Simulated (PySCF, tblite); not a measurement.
**CH11NSi3: a rotation path, then NMR shifts on frames**

Aim: move CH11NSi3 (`C[SiH2]N([SiH3])[SiH3]`) away from its starting geometry and see how NMR shifts follow the geometry.

Computed with tblite 0.8.0 and PySCF 2.14.0, with density-fitted response routines of our own, on a single molecule in the gas phase. Atoms are numbered from 0 throughout.

### 1 The starting structure

16 atoms, charge 0, multiplicity 1; geometry from: GFN2-xTB.

Bonds of the start (Å): C0–Si1 1.89, Si1–N2 1.75, N2–Si3 1.75, N2–Si4 1.74, C0–H5 1.09, C0–H6 1.09, C0–H7 1.09, Si1–H8 1.47, Si1–H9 1.47, Si3–H10 1.47, Si3–H11 1.47, Si3–H12 1.46, Si4–H13 1.46, Si4–H14 1.47, Si4–H15 1.46.

### 2 The rotation path with GFN2-xTB

The job: settings as JSON, then the geometry in Å.

```
{"job": {"kind": "neb", "xc": "GFN2-xTB", "basis": "xTB", "atoms": [0, 1, 2, 4], "turn": 120}, "charge": 0, "multiplicity": 1}
C     -2.230315    -0.774940     0.261963
Si    -1.050887     0.622322    -0.220790
N      0.587179     0.255865     0.264943
Si     1.109664    -1.407163     0.359881
Si     1.720134     1.577748     0.364082
H     -3.248561    -0.520544    -0.014784
H     -1.973349    -1.704307    -0.235677
H     -2.214755    -0.957475     1.331802
H     -1.442037     1.860734     0.461288
H     -1.087946     0.824648    -1.678342
H      0.798847    -2.092846    -0.898988
H      0.414349    -2.057975     1.474035
H      2.552281    -1.417469     0.589168
H      2.843923     1.138928     1.187695
H      2.176716     1.952683    -0.978963
H      1.037158     2.708735     0.988758
```

Method: GFN2-xTB climbing-image nudged elastic band, gas phase.

Launch:

```console
OMP_NUM_THREADS=1 python probes_run.py task.json out
```

This one command runs all jobs of the session in turn.

Standard output:

```text
image   E - E0 / eV
  0      -0.0000
  1       0.0076
  2       0.0157
  3       0.0193
  4       0.0194
  5       0.0187
  6       0.0232
  7       0.0306
  8       0.0015
```

It took 13 s on 1 thread, shared host.

The final band, with the dihedral C0–Si1–N2–Si4:

```tsv
image	dihedral (°)	energy (eV)	energy (kcal/mol)
0	-162	0.000	0.0
1	-144	0.008	0.2
2	-127	0.016	0.4
3	-110	0.019	0.4
4	-94	0.019	0.4
5	-79	0.019	0.4
6	-65	0.023	0.5
7	-49	0.031	0.7
8	-35	0.002	0.0
```

### 3 Shielding tensors: image 0, PBE0/pcSseg-1

The job: settings as JSON, then the geometry in Å.

```
{"job": {"kind": "nmr", "xc": "PBE0", "basis": "pcSseg-1", "pop": false}, "charge": 0, "multiplicity": 1}
C     -2.230300    -0.774900     0.262000
Si    -1.050900     0.622300    -0.220800
N      0.587200     0.255900     0.264900
Si     1.109700    -1.407200     0.359900
Si     1.720100     1.577700     0.364100
H     -3.248600    -0.520500    -0.014800
H     -1.973300    -1.704300    -0.235700
H     -2.214800    -0.957500     1.331800
H     -1.442000     1.860700     0.461300
H     -1.087900     0.824600    -1.678300
H      0.798800    -2.092800    -0.899000
H      0.414300    -2.058000     1.474000
H      2.552300    -1.417500     0.589200
H      2.843900     1.138900     1.187700
H      2.176700     1.952700    -0.979000
H      1.037200     2.708700     0.988800
```

Method: GIAO PBE0/pcSseg-1 NMR shielding, non-relativistic, gas phase.

Standard output:

```text
coarse grid: 13840 points
cycle   1  E = -967.3895742125  dE =  7.241e-02  |g| = 5.276e-01  |ddm| = 3.493e+00
cycle   2  E = -967.3213468310  dE =  6.823e-02  |g| = 7.514e-01  |ddm| = 1.071e+00
cycle   3  E = -967.4481214063  dE = -1.268e-01  |g| = 9.559e-02  |ddm| = 7.462e-01
cycle   4  E = -967.4500567872  dE = -1.935e-03  |g| = 2.845e-02  |ddm| = 1.067e-01
cycle   5  E = -967.4502576559  dE = -2.009e-04  |g| = 6.000e-03  |ddm| = 2.785e-02
cycle   6  E = -967.4502657606  dE = -8.105e-06  |g| = 6.560e-04  |ddm| = 6.992e-03
final grid: 117072 points
cycle   7  E = -967.4748381946  dE = -1.570e-05  |g| = 6.200e-03  |ddm| = 1.748e-02
cycle   8  E = -967.4748301363  dE =  8.058e-06  |g| = 8.581e-03  |ddm| = 1.222e-02
cycle   9  E = -967.4748469276  dE = -1.679e-05  |g| = 9.708e-04  |ddm| = 7.464e-03
cycle  10  E = -967.4748471238  dE = -1.963e-07  |g| = 2.029e-04  |ddm| = 8.987e-04
cycle  11  E = -967.4748471333  dE = -9.457e-09  |g| = 2.356e-05  |ddm| = 1.835e-04
cycle  12  E = -967.4748471334  dE = -1.094e-10  |g| = 5.784e-06  |ddm| = 3.744e-05
converged SCF energy = -967.4748471334

GIAO shielding tensors (ppm)
atom      isotropic    diamagn.    paramagn.     s11        s22        s33       span
  0 C      190.559     255.382     -64.823    184.771    189.378    197.528     12.756
  1 Si     374.035     881.756    -507.720    327.286    363.071    431.750    104.463
  2 N      277.896     332.836     -54.940    265.754    278.921    289.012     23.258
  3 Si     399.251     881.037    -481.786    360.529    371.818    465.405    104.876
  4 Si     392.806     879.963    -487.157    339.384    365.796    473.237    133.853
  5 H       31.598      29.264       2.333     27.277     27.816     39.700     12.423
  6 H       31.077      32.201      -1.125     26.529     29.724     36.977     10.448
  7 H       31.125      31.784      -0.659     26.901     28.962     37.511     10.609
  8 H       26.741      30.934      -4.194     22.814     26.001     31.406      8.592
  9 H       26.721      30.629      -3.908     22.818     25.294     32.050      9.231
 10 H       26.928      30.565      -3.637     23.639     24.876     32.269      8.630
 11 H       26.973      30.820      -3.847     23.119     25.649     32.151      9.032
 12 H       27.004      30.236      -3.231     23.414     25.920     31.678      8.264
 13 H       26.902      29.532      -2.630     23.249     25.591     31.867      8.618
 14 H       26.908      29.192      -2.284     23.148     24.701     32.875      9.727
 15 H       26.880      29.565      -2.686     23.365     25.441     31.833      8.467
```

Run time: 76 s. Hardware: 1 thread, shared host.

Shifts follow as δ = σ(reference) − σ, with reference shieldings (ppm) from runs at the same level and on the same kind of geometry: ¹H TMS 31.72, ¹³C TMS 186.9, ²⁹Si TMS 349.2, ¹⁵N NH3 267.7. The references are single molecules in the gas phase, so shifts against H2O, NH3, PH3, H3PO4 or CFCl3 are not on the usual liquid scales and can be off by tens of ppm. Each atom is listed at this fixed geometry, with no averaging over motion; a spectrum would average atoms that exchange fast.

```tsv
atoms	environment	σ (ppm)	δ (ppm)
C0	methyl carbon bonded to Si	190.6	-3.6
H9	hydrogen on a silicon bonded to C, N	26.72	5.00
H8	hydrogen on a silicon bonded to C, N	26.74	4.98
H15	hydrogen on a silicon bonded to N	26.88	4.84
H13	hydrogen on a silicon bonded to N	26.90	4.81
H14	hydrogen on a silicon bonded to N	26.91	4.81
H10	hydrogen on a silicon bonded to N	26.93	4.79
H11	hydrogen on a silicon bonded to N	26.97	4.74
H12	hydrogen on a silicon bonded to N	27.00	4.71
H6	hydrogen on a methyl carbon bonded to Si	31.08	0.64
H7	hydrogen on a methyl carbon bonded to Si	31.12	0.59
H5	hydrogen on a methyl carbon bonded to Si	31.60	0.12
Si1	silicon bonded to C, N, 2 H	374.0	-24.9
Si4	silicon bonded to N, 3 H	392.8	-43.6
Si3	silicon bonded to N, 3 H	399.3	-50.1
N2	nitrogen bonded to 3 Si	277.9	-10.2
```

The fields below are evaluated on a grid from the run's orbitals.

Frontier orbitals at PBE0/pcSseg-1, with the share of their density that lies nearest to each atom:

```tsv
orbital	energy (eV)	lies on
HOMO	-7.38	N2 55 %; H9, H14 about 9 % each; H10, H11 about 6 % each
LUMO	0.05	N2 12 %; 6 H atoms about 9 % each; Si3, Si4 about 9 % each
```

ELF in a plane through or near 7 of the atoms.

Ten even steps from ' ' (0.00) to '@' (1.00):
```
                                                        
                                                        
                                                        
                          --##%%**::                    
              ..--==..    ##@@@@@@==                    
            ..--##%%++    %%@@@@@@++                    
            ::==##%%**    **@@%%##--..  ==##%%--        
          ..::........::..::  ++::--++++@@@@@@@@--      
        ..::::..####..######..==..%%%%**@@@@@@@@==      
        --**##----::++%%::####..++@@==++**%%%%**..      
      ..**@@@@@@++::****--****..::++**####++::          
      ..**@@@@%%::  --##%%%%==    ::##@@@@##::          
        ....      ::--..::::  ::    ++@@%%##::          
              ::@@@@@@..%%%%..++--      ....            
            ::%%@@@@@@%%  ..--**--                      
            ==@@@@@@@@@@--..----..                      
            ..++@@@@@@++..  ..                          
                ..--::                                  
                                                        
                                                        
```
The map spans 11.6 Å across and 9.9 Å up, centred on the molecule. Atoms in the plane (x, y in Å): C0 (2.3, 0.2), Si1 (0.7, 1.0), N2 (-0.6, 0.0), Si3 (-0.4, -1.7), Si4 (-2.2, 0.7), H5 (3.2, 0.9), H12 (-1.8, -2.4).

On the surface of density 0.002 e/bohr³ the electrostatic potential runs, from the 1st to the 99th percentile, from -0.19 V near N2 to 1.21 V near H14.

### 4 Shielding tensors: image 3, PBE0/pcSseg-1

The job: settings as JSON, then the geometry in Å.

```
{"job": {"kind": "nmr", "xc": "PBE0", "basis": "pcSseg-1", "pop": false}, "charge": 0, "multiplicity": 1}
C     -2.306100    -0.405400     0.626800
Si    -1.005100     0.365600    -0.516000
N      0.621100     0.128300     0.087500
Si     1.345300    -1.451300    -0.051000
Si     1.511200     1.501800     0.689000
H     -3.304400    -0.211700     0.245600
H     -2.187000    -1.481100     0.707100
H     -2.251800     0.009300     1.629700
H     -1.219700     1.813800    -0.606100
H     -1.085300    -0.229000    -1.856100
H      1.273100    -1.892900    -1.446900
H      0.625000    -2.400800     0.804500
H      2.737600    -1.345000     0.378500
H      2.579000     1.011600     1.558100
H      2.065300     2.248100    -0.448000
H      0.594200     2.347700     1.453200
```

Level: GIAO PBE0/pcSseg-1 NMR shielding, non-relativistic, gas phase.

Standard output:

```text
coarse grid: 13840 points
cycle   1  E = -967.3894045035  dE =  5.892e-02  |g| = 5.296e-01  |ddm| = 3.493e+00
cycle   2  E = -967.3220100313  dE =  6.739e-02  |g| = 7.506e-01  |ddm| = 1.049e+00
cycle   3  E = -967.4485466740  dE = -1.265e-01  |g| = 9.640e-02  |ddm| = 7.232e-01
cycle   4  E = -967.4505164118  dE = -1.970e-03  |g| = 2.852e-02  |ddm| = 1.062e-01
cycle   5  E = -967.4507189938  dE = -2.026e-04  |g| = 5.949e-03  |ddm| = 2.930e-02
cycle   6  E = -967.4507268951  dE = -7.901e-06  |g| = 5.782e-04  |ddm| = 6.982e-03
final grid: 117072 points
cycle   7  E = -967.4757318815  dE = -1.523e-05  |g| = 6.350e-03  |ddm| = 1.736e-02
cycle   8  E = -967.4757234975  dE =  8.384e-06  |g| = 8.788e-03  |ddm| = 1.271e-02
cycle   9  E = -967.4757411430  dE = -1.765e-05  |g| = 9.855e-04  |ddm| = 7.503e-03
cycle  10  E = -967.4757413450  dE = -2.020e-07  |g| = 2.080e-04  |ddm| = 9.032e-04
cycle  11  E = -967.4757413548  dE = -9.854e-09  |g| = 2.501e-05  |ddm| = 1.953e-04
cycle  12  E = -967.4757413550  dE = -1.169e-10  |g| = 5.471e-06  |ddm| = 3.723e-05
converged SCF energy = -967.4757413550

GIAO shielding tensors (ppm)
atom      isotropic    diamagn.    paramagn.     s11        s22        s33       span
  0 C      189.638     254.589     -64.951    177.603    192.306    199.006     21.403
  1 Si     372.348     881.708    -509.360    321.305    370.410    425.330    104.025
  2 N      278.351     332.738     -54.387    255.271    285.554    294.228     38.957
  3 Si     395.379     880.899    -485.520    344.331    369.232    472.574    128.243
  4 Si     391.561     880.240    -488.678    337.051    373.512    464.121    127.070
  5 H       31.870      29.305       2.565     27.669     28.038     39.902     12.233
  6 H       31.058      31.915      -0.857     26.288     29.699     37.188     10.900
  7 H       31.392      31.625      -0.233     27.121     29.305     37.749     10.629
  8 H       26.785      30.926      -4.141     22.791     26.295     31.268      8.478
  9 H       26.749      30.827      -4.078     23.007     25.554     31.687      8.679
 10 H       26.862      29.975      -3.113     23.472     24.854     32.260      8.788
 11 H       26.863      30.539      -3.676     22.764     25.577     32.247      9.483
 12 H       26.912      30.083      -3.171     23.304     25.807     31.626      8.322
 13 H       26.908      29.897      -2.989     23.361     25.565     31.798      8.437
 14 H       26.849      29.287      -2.438     22.981     24.722     32.843      9.863
 15 H       26.877      29.967      -3.091     23.056     25.748     31.827      8.771
```

Wall time 55 s (1 thread, shared host).

This run: δ C0 -2.7, Si1 -23.2, Si4 -42.4, Si3 -46.2, H9 4.97, H8 4.93 ppm.

### 5 Nuclear shieldings: image 7, PBE0/pcSseg-1

The job: settings as JSON, then the geometry in Å.

```
{"job": {"kind": "nmr", "xc": "PBE0", "basis": "pcSseg-1", "pop": false}, "charge": 0, "multiplicity": 1}
C     -2.290700     0.312900     0.757700
Si    -1.018400    -0.097600    -0.582100
N      0.600700    -0.157900     0.078700
Si     1.708000    -1.378400    -0.497100
Si     1.143700     1.168600     1.073400
H     -3.289700     0.352200     0.336200
H     -2.291700    -0.433000     1.546100
H     -2.092800     1.276300     1.215700
H     -1.060000     0.927900    -1.637500
H     -1.305100    -1.415300    -1.157000
H      1.754900    -1.351600    -1.961100
H      1.240200    -2.686100    -0.032100
H      3.029300    -1.084400     0.052100
H      2.305000     0.712500     1.833200
H      1.483700     2.321400     0.228800
H      0.075400     1.541600     2.000900
```

Level: GIAO PBE0/pcSseg-1 NMR shielding, non-relativistic, gas phase.

Standard output:

```text
coarse grid: 13840 points
cycle   1  E = -967.3886203187  dE =  6.742e-02  |g| = 5.290e-01  |ddm| = 3.494e+00
cycle   2  E = -967.3206860748  dE =  6.793e-02  |g| = 7.514e-01  |ddm| = 1.065e+00
cycle   3  E = -967.4476199304  dE = -1.269e-01  |g| = 9.586e-02  |ddm| = 7.381e-01
cycle   4  E = -967.4495657818  dE = -1.946e-03  |g| = 2.862e-02  |ddm| = 1.070e-01
cycle   5  E = -967.4497697268  dE = -2.039e-04  |g| = 5.892e-03  |ddm| = 2.860e-02
cycle   6  E = -967.4497774769  dE = -7.750e-06  |g| = 6.245e-04  |ddm| = 6.913e-03
final grid: 117072 points
cycle   7  E = -967.4746372263  dE = -1.544e-05  |g| = 6.141e-03  |ddm| = 1.699e-02
cycle   8  E = -967.4746294572  dE =  7.769e-06  |g| = 8.464e-03  |ddm| = 1.224e-02
cycle   9  E = -967.4746458241  dE = -1.637e-05  |g| = 9.674e-04  |ddm| = 7.347e-03
cycle  10  E = -967.4746460161  dE = -1.920e-07  |g| = 2.155e-04  |ddm| = 8.985e-04
cycle  11  E = -967.4746460268  dE = -1.070e-08  |g| = 2.567e-05  |ddm| = 2.013e-04
cycle  12  E = -967.4746460269  dE = -1.237e-10  |g| = 5.349e-06  |ddm| = 3.730e-05
converged SCF energy = -967.4746460269

GIAO shielding tensors (ppm)
atom      isotropic    diamagn.    paramagn.     s11        s22        s33       span
  0 C      189.435     254.798     -65.363    178.700    191.571    198.034     19.334
  1 Si     376.842     881.727    -504.885    323.093    379.559    427.874    104.782
  2 N      280.237     332.694     -52.457    261.291    283.068    296.353     35.062
  3 Si     394.956     880.110    -485.154    348.193    369.028    467.647    119.454
  4 Si     399.982     880.930    -480.948    356.865    371.435    471.645    114.781
  5 H       31.788      29.307       2.481     27.556     28.007     39.802     12.246
  6 H       31.441      31.601      -0.160     27.324     28.986     38.013     10.689
  7 H       30.772      32.200      -1.428     25.697     29.898     36.721     11.024
  8 H       26.764      30.641      -3.876     22.866     25.320     32.107      9.241
  9 H       26.858      30.830      -3.972     22.734     26.404     31.436      8.702
 10 H       26.953      29.369      -2.416     23.270     24.999     32.590      9.320
 11 H       26.899      29.652      -2.753     22.966     25.123     32.608      9.642
 12 H       26.959      29.663      -2.704     23.361     25.854     31.662      8.301
 13 H       26.989      30.230      -3.241     23.414     25.615     31.939      8.525
 14 H       26.942      29.826      -2.884     23.357     24.536     32.935      9.578
 15 H       26.849      31.201      -4.353     22.272     27.262     31.011      8.739
```

Run time: 48 s. Hardware: 1 thread, shared host.

In short: δ C0 -2.5, Si1 -27.7, Si3 -45.8, Si4 -50.8, H8 4.95, H15 4.87 ppm.

### 6 Shielding tensors: image 8, PBE0/pcSseg-1

The job: settings as JSON, then the geometry in Å.

```
{"job": {"kind": "nmr", "xc": "PBE0", "basis": "pcSseg-1", "pop": false}, "charge": 0, "multiplicity": 1}
C     -2.249200     0.504000     0.684300
Si    -1.020800    -0.227000    -0.554500
N      0.599500    -0.207800     0.100000
Si     1.737900    -1.375600    -0.515800
Si     1.083600     1.110300     1.136700
H     -3.259000     0.452300     0.290300
H     -2.232800    -0.038500     1.624400
H     -2.031000     1.544900     0.900400
H     -1.043100     0.551200    -1.803400
H     -1.363200    -1.624400    -0.839400
H      2.126900    -1.018200    -1.884500
H      1.088700    -2.686700    -0.506800
H      2.898800    -1.374300     0.369800
H      2.532200     1.044600     1.312300
H      0.715000     2.385000     0.511700
H      0.409000     0.969200     2.430700
```

Method: GIAO PBE0/pcSseg-1 NMR shielding, non-relativistic, gas phase.

Standard output:

```text
coarse grid: 13840 points
cycle   1  E = -967.3894340326  dE =  7.154e-02  |g| = 5.283e-01  |ddm| = 3.492e+00
cycle   2  E = -967.3210790082  dE =  6.836e-02  |g| = 7.522e-01  |ddm| = 1.072e+00
cycle   3  E = -967.4481512498  dE = -1.271e-01  |g| = 9.551e-02  |ddm| = 7.466e-01
cycle   4  E = -967.4500817744  dE = -1.931e-03  |g| = 2.849e-02  |ddm| = 1.067e-01
cycle   5  E = -967.4502832785  dE = -2.015e-04  |g| = 5.997e-03  |ddm| = 2.802e-02
cycle   6  E = -967.4502913605  dE = -8.082e-06  |g| = 6.506e-04  |ddm| = 7.003e-03
final grid: 117072 points
cycle   7  E = -967.4749448959  dE = -1.475e-05  |g| = 6.209e-03  |ddm| = 1.676e-02
cycle   8  E = -967.4749369583  dE =  7.938e-06  |g| = 8.545e-03  |ddm| = 1.229e-02
cycle   9  E = -967.4749536570  dE = -1.670e-05  |g| = 9.679e-04  |ddm| = 7.440e-03
cycle  10  E = -967.4749538518  dE = -1.947e-07  |g| = 2.033e-04  |ddm| = 9.022e-04
cycle  11  E = -967.4749538612  dE = -9.481e-09  |g| = 2.145e-05  |ddm| = 1.808e-04
cycle  12  E = -967.4749538613  dE = -7.708e-11  |g| = 5.130e-06  |ddm| = 3.157e-05
converged SCF energy = -967.4749538613

GIAO shielding tensors (ppm)
atom      isotropic    diamagn.    paramagn.     s11        s22        s33       span
  0 C      190.318     255.300     -64.982    184.398    189.430    197.127     12.729
  1 Si     374.122     881.888    -507.766    329.387    361.874    431.104    101.717
  2 N      277.966     332.900     -54.934    263.393    277.505    293.000     29.607
  3 Si     392.104     880.079    -487.975    336.556    367.845    471.912    135.356
  4 Si     398.392     880.919    -482.526    358.106    371.171    465.900    107.793
  5 H       31.630      29.307       2.323     27.309     27.853     39.729     12.420
  6 H       31.181      31.823      -0.642     27.012     28.962     37.569     10.557
  7 H       31.060      31.962      -0.902     26.484     29.781     36.914     10.430
  8 H       26.726      30.683      -3.958     22.860     25.269     32.048      9.189
  9 H       26.753      31.043      -4.290     22.801     26.115     31.342      8.541
 10 H       26.895      29.286      -2.391     23.125     24.691     32.869      9.744
 11 H       26.848      29.713      -2.865     23.265     25.347     31.932      8.667
 12 H       26.903      29.698      -2.795     23.271     25.685     31.754      8.482
 13 H       26.995      30.150      -3.155     23.409     25.882     31.694      8.286
 14 H       26.921      30.390      -3.469     23.641     24.934     32.188      8.547
 15 H       26.967      30.665      -3.698     23.158     25.523     32.222      9.065
```

Wall time 69 s (1 thread, shared host).

In short: δ C0 -3.4, Si1 -25.0, Si3 -42.9, Si4 -49.2, H8 4.99, H9 4.96 ppm.

### 7 Comparing the runs: NMR shifts

Shifts (ppm) of some atoms, chosen among heavy atoms and hydrogens apart, with basis size and wall time:

```tsv
frame	C0	H6	H7	Si1	Si4	Si3	N2	functions	time
image 0	-3.6	0.64	0.59	-24.9	-43.6	-50.1	-10.2	161	76 s
image 3	-2.7	0.66	0.33	-23.2	-42.4	-46.2	-10.6	161	55 s
image 7	-2.5	0.28	0.95	-27.7	-50.8	-45.8	-12.5	161	48 s
image 8	-3.4	0.54	0.66	-25.0	-49.2	-42.9	-10.2	161	69 s
```

### 8 Summary of results

```
                                        quantity                                                                 value
                                         barrier                                    0.031 eV (0.7 kcal/mol) at image 7
                           end to end (GFN2-xTB)                                                              0.002 eV
 ¹³C shifts against TMS (PBE0/pcSseg-1, image 0)                                                              -3.6 ppm
  ¹H shifts against TMS (PBE0/pcSseg-1, image 0)  5.00, 4.98, 4.84, 4.81, 4.81, 4.79, 4.74, 4.71, 0.64, 0.59, 0.12 ppm
²⁹Si shifts against TMS (PBE0/pcSseg-1, image 0)                                               -24.9, -43.6, -50.1 ppm
 ¹⁵N shifts against NH3 (PBE0/pcSseg-1, image 0)                                                             -10.2 ppm
           surface potential, 1st and 99th percentile                                                    -0.19 V and 1.21 V
                       range of the shift of Si4                                                    -50.8 to -42.4 ppm
```

What this shows: Along the band the dihedral turns by 127°, and the top (dihedral -49°) lies 0.7 kcal/mol above the start (GFN2-xTB, rough), so at room temperature this motion is fast. The top was not checked by a frequency run. Shifts at one fixed geometry are not the observed spectrum, which averages over the motion. In the first frame run (image 0): The largest span, 134 ppm, is at Si4, where the paramagnetic term is -487 ppm. In ppm, Si4 moves most: its shift spreads over 8.4 ppm, from -50.8 (image 7) to -42.4 (image 3).
